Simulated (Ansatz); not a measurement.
**H5MoN3O: small, medium and large basis sets**

One table from this session's results is given with a row withheld; the runs are named, their logs left out.

The runs use Ansatz 0.2.0, Gaussian basis; one geometry, several basis sets.

Levels to be run: PBE0-D4/def2-SVP; ωB97M-V/def2-SVP; PBE0-D4/def2-QZVPP; ωB97M-V/def2-QZVPP; the functionals' def2-TZVPP values are taken from earlier runs.

## Structure used throughout

All runs share one geometry, relaxed beforehand with PBE0-D4 in a triple-zeta def2 set. Mo takes the def2 core potential; no spin-orbit term is included.

SMILES `[NH]=[Mo](=[NH])([NH2])[OH]`, 10 atoms, charge 0, spin multiplicity 1.

Atoms are counted from 1 here; the program's logs count them from 0.

Bond lengths: N1–Mo2 1.730 Å, N1–H6 1.011 Å, Mo2–N3 1.728 Å, Mo2–N4 1.938 Å, Mo2–O5 1.902 Å, N3–H7 1.010 Å, N4–H8 1.008 Å, N4–H9 1.008 Å, O5–H10 0.960 Å. Angles: Mo2–N1–H6 153.9°, N1–Mo2–N3 113.5°, N1–Mo2–N4 106.8°, N1–Mo2–O5 109.4°, N3–Mo2–N4 107.2°, N3–Mo2–O5 107.8°, N4–Mo2–O5 112.2°, Mo2–N3–H7 156.4°, Mo2–N4–H8 122.9°, Mo2–N4–H9 123.1°, H8–N4–H9 111.5°, Mo2–O5–H10 118.0°.

Coordinates:

```xyz
10

N    -1.11235    0.62574   -1.11634
Mo    0.20853    0.08991   -0.13605
N     1.07611   -1.23966   -0.81810
N    -0.55004   -0.52075    1.54002
O     1.43583    1.52207    0.10991
H    -1.71001    0.59373   -1.93057
H     1.29326   -1.94832   -1.50387
H    -0.20284   -1.32570    2.03743
H    -1.47400   -0.26527    1.85081
H     1.11871    2.41706   -0.03044
```

Set-up of the first run:

File in.yaml:

```yaml
crystal:
  periodic: [false, false, false]
  atoms:
    - {symbol: N, position_ang: [-1.112351, 0.625739, -1.116337]}
    - {symbol: Mo, position_ang: [0.208530, 0.089911, -0.136053]}
    - {symbol: N, position_ang: [1.076111, -1.239662, -0.818103]}
    - {symbol: N, position_ang: [-0.550035, -0.520752, 1.540019]}
    - {symbol: O, position_ang: [1.435829, 1.522073, 0.109915]}
    - {symbol: H, position_ang: [-1.710011, 0.593727, -1.930572]}
    - {symbol: H, position_ang: [1.293262, -1.948316, -1.503868]}
    - {symbol: H, position_ang: [-0.202844, -1.325702, 2.037427]}
    - {symbol: H, position_ang: [-1.474002, -0.265274, 1.850813]}
    - {symbol: H, position_ang: [1.118710, 2.417057, -0.030441]}
basis:
  gaussian: {orbitals: def2-SVP}
hamiltonian: {xc: pbe0, dispersion: d4}
output: {orbitals: {seedname: orbitals}}
```

Steps of the session up to this table: PBE0-D4 in def2-SVP; ωB97M-V in def2-SVP; PBE0-D4 in def2-QZVPP; ωB97M-V in def2-QZVPP.

One table of the session follows, with a row left open; its other results are not shown here.

It belongs to the step «Functionals by basis». 

| functional | basis | HOMO (eV) |
| --- | --- | --- |
| PBE0-D4 | def2-SVP | -7.12 |
| PBE0-D4 | def2-TZVPP | ? |
| PBE0-D4 | def2-QZVPP | -7.32 |
| ωB97M-V | def2-SVP | -9.34 |
| ωB97M-V | def2-TZVPP | -9.52 |
| ωB97M-V | def2-QZVPP | -9.57 |

Estimate the missing values for PBE0-D4, def2-TZVPP.

The run gave: HOMO (eV): -7.28. In the column «HOMO (eV)» it lies between PBE0-D4, def2-QZVPP (-7.32) and PBE0-D4, def2-SVP (-7.12).
